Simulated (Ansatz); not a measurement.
# ClF3H2NTi: the cost of one run

Program: Ansatz 0.2.0. Level of theory: UKS PBE/def2-SVP. These are calculated values, not measurements.

1 further run of the same task is left out (it didn't finish).

## (1) The starting structure

Bond lengths: Ti1–F2 2.080 Å, Ti1–N3 2.060 Å, N3–H4 1.060 Å, N3–H5 1.060 Å, Ti1–F6 1.829 Å, Ti1–F7 1.829 Å, F2–Cl8 1.800 Å. Angles: Ti1–F2–Cl8 180.0°, F2–Ti1–N3 109.4°, F2–Ti1–F6 109.5°, F2–Ti1–F7 109.5°, N3–Ti1–F6 109.5°, N3–Ti1–F7 109.5°, F6–Ti1–F7 109.5°, Ti1–N3–H4 120.0°, Ti1–N3–H5 120.0°, H4–N3–H5 120.0°.

Coordinates:

```xyz
8

Ti    0.0000    0.0000    0.0000
F     0.0000    0.0000    2.0800
N     1.9426    0.0000   -0.6860
H     2.4408   -0.9180   -0.8667
H     2.4438    0.9180   -0.8582
F    -0.8619    1.4933   -0.6094
F    -0.8619   -1.4933   -0.6094
Cl    0.0000    0.0000    3.8800
```

## (2) A restrained relaxation towards end A

Springs on the bonds that form and break draw the guess towards this end; the thresholds are loose.

input.yaml

```yaml
crystal:
  periodic: [false, false, false]
  atoms:
    - { symbol: Ti, position_ang: [0.0, 0.0, 0.0] }
    - { symbol: F, position_ang: [0.0, 0.0, 2.08] }
    - { symbol: "N", position_ang: [1.9426, 0.0, -0.686] }
    - { symbol: H, position_ang: [2.4408, -0.918, -0.8667] }
    - { symbol: H, position_ang: [2.4438, 0.918, -0.8582] }
    - { symbol: F, position_ang: [-0.8619, 1.4933, -0.6094] }
    - { symbol: F, position_ang: [-0.8619, -1.4933, -0.6094] }
    - { symbol: Cl, position_ang: [0.0, 0.0, 3.88] }
magnetization:
  spin_polarized: true
  initial_magnetization: 1
basis:
  gaussian: { orbitals: def2-SVP }
hamiltonian:
  xc: pbe
relax:
  f_tol: 0.15
  max_steps: 25
  restrain:
    - { distance: [1, 7], at: 2.7, k: 30.0 }
    - { distance: [0, 1], at: 1.83, k: 30.0 }
output:
  orbitals: {}
```

Launch:

```sh
$ ansatz run input.yaml --threads 4 --pin off --max-ram 5120MiB --backend cpu --events-out ev --progress --plain --runs-dir out
```

What time and memory should one allow on 4 threads of Arm Neoverse V2, shared host?

About 26 s, with a peak of 0.29 GiB.
